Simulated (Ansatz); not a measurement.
# BH6NO2Si: one species, many methods

Aim: compute BH6NO2Si with functionals from several rungs and with coupled cluster. The yardstick is the atomisation energy at the CCSD(T) limit.

The runs use Ansatz 0.2.0, Gaussian basis; functionals in def2-TZVPP, the program's frozen cores in correlated methods.

Plan: LDA (SPW92), PBE-D4, revPBE-D4, BLYP-D4, r2SCAN-D4, B97M-V, PBE0-D4, B3LYP-D4, r2SCANh-D4, r2SCAN0-D4, HSE06-D4, BHLYP-D4, CAM-B3LYP-D4, LC-ωPBE, ωB97X-V, ωB97M-V, B2PLYP, PBE-QIDH; CCSD(T)/def2-SVP; CCSD(T)/def2-TZVPP; MP2/def2-QZVPP; extrapolation to the limit; RPA on PBE.

### 1 The geometry

An earlier PBE0-D4 in a triple-zeta def2 set relaxation fixed the geometry.

11 atoms, charge 0, spin multiplicity 1.

Atoms are counted from 1 here; the program's logs count them from 0.

Bond lengths: N1–B2 1.410 Å, N1–H6 1.004 Å, N1–H7 1.002 Å, B2–O3 1.376 Å, B2–O4 1.371 Å, O3–H8 0.957 Å, O4–Si5 1.646 Å, Si5–H9 1.484 Å, Si5–H10 1.485 Å, Si5–H11 1.486 Å. Angles: B2–N1–H6 120.8°, B2–N1–H7 124.9°, H6–N1–H7 114.3°, N1–B2–O3 123.9°, N1–B2–O4 118.8°, O3–B2–O4 117.3°, B2–O3–H8 115.0°, B2–O4–Si5 130.1°, O4–Si5–H9 106.5°, O4–Si5–H10 111.2°, O4–Si5–H11 111.2°, H9–Si5–H10 109.3°, H9–Si5–H11 109.3°, H10–Si5–H11 109.3°.

### 2 LDA

This LDA is Slater exchange with PW92 correlation.

The input, in.yaml:

```yaml
crystal:
  periodic: [false, false, false]
  atoms:
    - {symbol: N, position_ang: [1.131875, 1.595104, -0.711502]}
    - {symbol: B, position_ang: [0.187694, 0.713935, -0.146229]}
    - {symbol: O, position_ang: [-0.985137, 1.122601, 0.446698]}
    - {symbol: O, position_ang: [0.437497, -0.633482, -0.180991]}
    - {symbol: Si, position_ang: [-0.459158, -1.891780, 0.385073]}
    - {symbol: H, position_ang: [1.973253, 1.245898, -1.132807]}
    - {symbol: H, position_ang: [1.041762, 2.593169, -0.736093]}
    - {symbol: H, position_ang: [-1.127097, 2.069350, 0.453328]}
    - {symbol: H, position_ang: [0.304034, -3.125443, 0.074068]}
    - {symbol: H, position_ang: [-0.655749, -1.793934, 1.854238]}
    - {symbol: H, position_ang: [-1.783475, -1.952316, -0.285182]}
basis:
  gaussian: {orbitals: def2-TZVPP}
hamiltonian: {xc: lda}
output: {orbitals: {seedname: orbitals}}
```

Run with:

```
ansatz run in.yaml --threads 4 --pin off --events-out ev --progress --plain --max-ram 10444MiB
```

The runs that follow: PBE-D4 (GGA); revPBE-D4 (GGA); BLYP-D4 (GGA); r2SCAN-D4 (meta-GGA); B97M-V (meta-GGA); PBE0-D4 (hybrid); B3LYP-D4 (hybrid); r2SCANh-D4 (hybrid); r2SCAN0-D4 (hybrid); HSE06-D4 (hybrid); BHLYP-D4 (hybrid); CAM-B3LYP-D4 (range-separated); LC-ωPBE (range-separated); ωB97X-V (range-separated); ωB97M-V (range-separated); B2PLYP (double hybrid); PBE-QIDH (double hybrid); CCSD(T) in def2-SVP; CCSD(T) in def2-TZVPP; MP2 in def2-QZVPP; RPA on PBE orbitals.

Q: Predict the results of all the runs planned. Wanted: atomisation energy, CCSD(T)/CBS; farthest beyond LDA; mean size of error, GGA; mean size of error, meta-GGA; mean size of error, hybrid; mean size of error, range-separated; mean size of error, double hybrid; gap, smallest and largest; T1 diagnostic.

**Answer**, as computed:

| quantity | value |
| --- | --- |
| atomisation energy, CCSD(T)/CBS | 44.390 eV |
| functionals within 0.222 eV (0.5 %) | BLYP-D4, r2SCAN-D4, B97M-V, B3LYP-D4, ωB97X-V, ωB97M-V |
| farthest beyond LDA | BHLYP-D4 (-1.270 eV) |
| mean size of error, GGA | 0.397 eV |
| mean size of error, meta-GGA | 0.019 eV |
| mean size of error, hybrid | 0.526 eV |
| mean size of error, range-separated | 0.220 eV |
| mean size of error, double hybrid | 0.502 eV |
| gap, smallest and largest | 5.63 eV (BLYP-D4), 12.98 eV (LC-ωPBE) |
| T1 diagnostic | 0.0114 |
| triples share of the correlation energy | 3.4 % |

LDA overbinds by 6.114 eV (14 %). PBE-D4 misses by +0.436 eV. Double hybrids carry the basis error of their MP2 part in triple zeta, and no dispersion term here, so their miss is partly the set-up's. The rungs meta-GGA, range-separated miss on average by less than the doubt on the reference (0.222 eV), so they tie. Misses under about 0.222 eV are within the doubt on the reference itself, which lacks core-valence correlation, relativity and higher excitations. Hartree-Fock recovers 73 % of the binding; the rest is correlation. CCSD(T) in def2-SVP is off by -2.856 eV, so the small basis spoils what the method gains. The gap grows from 5.6 to 13.0 eV across the functionals, mostly with the share of exact exchange.
